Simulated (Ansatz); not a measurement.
# C₂H₆SSi: how energies converge with the basis set

How large a basis does C₂H₆SSi need? Two functionals are run in growing sets.

Program: Ansatz 0.2.0, Gaussian basis. Level of theory: one geometry, several basis sets. These are calculated values, not measurements.

Levels to be run: PBE0-D4/def2-SVP; ωB97M-V/def2-SVP; PBE0-D4/def2-QZVPP; ωB97M-V/def2-QZVPP; the functionals' def2-TZVPP values are taken from earlier runs.

**1. The geometry**

The geometry comes from an earlier relaxation with PBE0-D4 in a triple-zeta def2 set; it is a stationary point, not always the lowest conformer.

SMILES `[SiH3]/C=C\S`, 10 atoms, charge 0, spin multiplicity 1.

Atoms are counted from 1 here; the program's logs count them from 0.

Bond lengths: Si1–C2 1.855 Å, Si1–H5 1.485 Å, Si1–H6 1.490 Å, Si1–H7 1.491 Å, C2–C3 1.336 Å, C2–H8 1.087 Å, C3–S4 1.740 Å, C3–H9 1.088 Å, S4–H10 1.345 Å. Angles: C2–Si1–H5 109.3°, C2–Si1–H6 111.5°, C2–Si1–H7 111.1°, H5–Si1–H6 108.9°, H5–Si1–H7 109.0°, H6–Si1–H7 107.0°, Si1–C2–C3 126.4°, Si1–C2–H8 117.8°, C3–C2–H8 115.7°, C2–C3–S4 129.2°, C2–C3–H9 120.8°, S4–C3–H9 110.0°, C3–S4–H10 98.0°.

**2. PBE0-D4 in def2-SVP**

Contents of in.yaml:

```yaml
crystal:
  periodic: [false, false, false]
  atoms:
    - {symbol: Si, position_ang: [-1.270639, 0.286356, -0.407596]}
    - {symbol: C, position_ang: [0.023559, -0.892573, 0.207057]}
    - {symbol: C, position_ang: [1.294698, -0.596838, 0.492836]}
    - {symbol: S, position_ang: [2.120193, 0.930507, 0.378881]}
    - {symbol: H, position_ang: [-2.467571, -0.478668, -0.839377]}
    - {symbol: H, position_ang: [-1.672608, 1.254575, 0.650790]}
    - {symbol: H, position_ang: [-0.764341, 1.084767, -1.560651]}
    - {symbol: H, position_ang: [-0.265846, -1.929665, 0.359176]}
    - {symbol: H, position_ang: [1.977273, -1.362393, 0.855002]}
    - {symbol: H, position_ang: [1.108380, 1.652832, -0.133218]}
basis:
  gaussian: {orbitals: def2-SVP}
hamiltonian: {xc: pbe0, dispersion: d4}
output: {orbitals: {seedname: orbitals}}
```

The run is started by

```sh
$ ansatz run in.yaml --threads 2 --pin off --events-out ev --progress --plain --max-ram 4352MiB
```

Further steps of the session: ωB97M-V in def2-SVP; PBE0-D4 in def2-QZVPP; ωB97M-V in def2-QZVPP.

**Question.** What will the summary of the whole plan be? Wanted: PBE0-D4: double and triple zeta above quadruple; ωB97M-V: double and triple zeta above quadruple.

**Answer**, as computed:

| quantity | value |
| --- | --- |
| PBE0-D4: double and triple zeta above quadruple | 9.64, 0.72 eV |
| ωB97M-V: double and triple zeta above quadruple | 9.73, 0.68 eV |

What this shows: PBE0-D4 gains 8.92 eV from double to triple zeta, then 0.72 eV more. These are total energies; as a rule much of such shifts cancels in differences, which this series doesn't test.
